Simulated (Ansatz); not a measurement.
# C2H5BOSi: the cost of one run

Method: RKS PBE-D4/STO-3G, in Ansatz 0.2.0.

**1. The system as given**

Bond lengths: B1–C2 1.526 Å, C2–C3 1.293 Å, C3–O4 1.582 Å, C3–Si5 1.717 Å, O4–Si5 1.649 Å, B1–H6 1.149 Å, B1–H7 1.220 Å, C2–H8 1.088 Å, Si5–H9 1.485 Å, Si5–H10 1.441 Å. Angles (14 of 16 angles, heavy atoms first): B1–C2–C3 118.4°, C2–C3–O4 151.5°, C2–C3–Si5 148.7°, O4–C3–Si5 59.8°, C3–O4–Si5 64.2°, C3–Si5–O4 56.0°, B1–C2–H8 123.7°, C3–C2–H8 117.9°, C2–B1–H6 125.6°, C2–B1–H7 117.5°, C3–Si5–H9 109.6°, C3–Si5–H10 110.4°, O4–Si5–H9 110.6°, O4–Si5–H10 114.8°.

Structure file:

```xyz
10

B    -1.8968    0.4315    0.6887
C    -0.7915    0.3369   -0.3597
C     0.3563   -0.1406   -0.0025
O     1.3510   -0.6904    1.0977
Si    1.9631   -0.5721   -0.4288
H    -1.7865    0.1679    1.8013
H    -2.9641    0.9096    0.3403
H    -0.9095    0.6578   -1.3921
H     2.7890    0.6537   -0.5672
H     1.9719   -1.8055   -1.1748
```

**2. Relaxing end A**

input.yaml reads:

```yaml
crystal:
  periodic: [false, false, false]
  atoms:
    - { symbol: B, position_ang: [-1.8968, 0.4315, 0.6887] }
    - { symbol: C, position_ang: [-0.7915, 0.3369, -0.3597] }
    - { symbol: C, position_ang: [0.3563, -0.1406, -0.0025] }
    - { symbol: O, position_ang: [1.351, -0.6904, 1.0977] }
    - { symbol: Si, position_ang: [1.9631, -0.5721, -0.4288] }
    - { symbol: H, position_ang: [-1.7865, 0.1679, 1.8013] }
    - { symbol: H, position_ang: [-2.9641, 0.9096, 0.3403] }
    - { symbol: H, position_ang: [-0.9095, 0.6578, -1.3921] }
    - { symbol: H, position_ang: [2.789, 0.6537, -0.5672] }
    - { symbol: H, position_ang: [1.9719, -1.8055, -1.1748] }
basis:
  gaussian: { orbitals: STO-3G }
hamiltonian:
  xc: pbe
  dispersion: d4
relax:
  f_tol: 0.02
  max_steps: 50
```

Run with:

```console
ansatz run input.yaml --threads 1 --pin off --max-ram 2048MiB --backend cpu --events-out ev --progress --plain --runs-dir out
```

Q: Estimate wall time and peak memory on 1 thread of Arm Neoverse V2, shared host.

About 27 s, with a peak of 0.14 GiB.
